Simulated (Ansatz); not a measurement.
# C3H6BFOSi: the cost of one run

Method: RHF/STO-3G, in Ansatz 0.2.0.

1 further run of the same task is left out (it didn't finish).

### 1 Starting point

Bond lengths: F1–B2 1.390 Å, B2–C3 1.473 Å, C3–O4 1.493 Å, B2–C5 1.594 Å, O4–C5 1.486 Å, C5–C6 1.308 Å, C6–Si7 1.866 Å, C3–H8 1.098 Å, C3–H9 1.150 Å, C6–H10 1.064 Å, Si7–H11 1.452 Å, Si7–H12 1.468 Å, Si7–H13 1.451 Å. Angles (14 of 22 angles, heavy atoms first): F1–B2–C3 138.7°, F1–B2–C5 138.5°, C3–B2–C5 82.7°, B2–C3–O4 98.1°, C3–O4–C5 85.9°, B2–C5–O4 93.3°, B2–C5–C6 134.3°, O4–C5–C6 132.4°, C5–C6–Si7 120.3°, B2–C3–H8 115.4°, B2–C3–H9 115.4°, O4–C3–H8 107.5°, O4–C3–H9 108.7°, C5–C6–H10 119.2°.

Coordinates:

```xyz
13

F    -3.1021    0.1336    0.6184
B    -1.7372    0.1490    0.8825
C    -0.8358    0.2380    2.0442
O     0.4609    0.1249    1.3139
C    -0.3645    0.0113    0.0838
C    -0.0518   -0.1095   -1.1810
Si    1.7361   -0.2452   -1.6989
H    -0.8923   -0.6020    2.7490
H    -0.8554    1.2400    2.6086
H    -0.8293   -0.1706   -1.9046
H     1.7666   -0.3998   -3.1426
H     2.3503   -1.4050   -1.0403
H     2.3748    1.0004   -1.3181
```

### 2 Relaxing end A

input.yaml reads:

```yaml
crystal:
  periodic: [false, false, false]
  atoms:
    - { symbol: F, position_ang: [-3.1021, 0.1336, 0.6184] }
    - { symbol: B, position_ang: [-1.7372, 0.149, 0.8825] }
    - { symbol: C, position_ang: [-0.8358, 0.238, 2.0442] }
    - { symbol: O, position_ang: [0.4609, 0.1249, 1.3139] }
    - { symbol: C, position_ang: [-0.3645, 0.0113, 0.0838] }
    - { symbol: C, position_ang: [-0.0518, -0.1095, -1.181] }
    - { symbol: Si, position_ang: [1.7361, -0.2452, -1.6989] }
    - { symbol: H, position_ang: [-0.8923, -0.602, 2.749] }
    - { symbol: H, position_ang: [-0.8554, 1.24, 2.6086] }
    - { symbol: H, position_ang: [-0.8293, -0.1706, -1.9046] }
    - { symbol: H, position_ang: [1.7666, -0.3998, -3.1426] }
    - { symbol: H, position_ang: [2.3503, -1.405, -1.0403] }
    - { symbol: H, position_ang: [2.3748, 1.0004, -1.3181] }
basis:
  gaussian: { orbitals: STO-3G }
hamiltonian:
  xc: hf
relax:
  f_tol: 0.015
  max_steps: 40
```

The run is started by

```sh
$ ansatz run input.yaml --threads 1 --pin off --max-ram 2048MiB --backend cpu --events-out ev --progress --plain --runs-dir out
```

What time and memory should one allow on 1 thread of AMD EPYC 7R43 (Zen 3), shared host?

About 26 s, with a peak of 0.18 GiB.
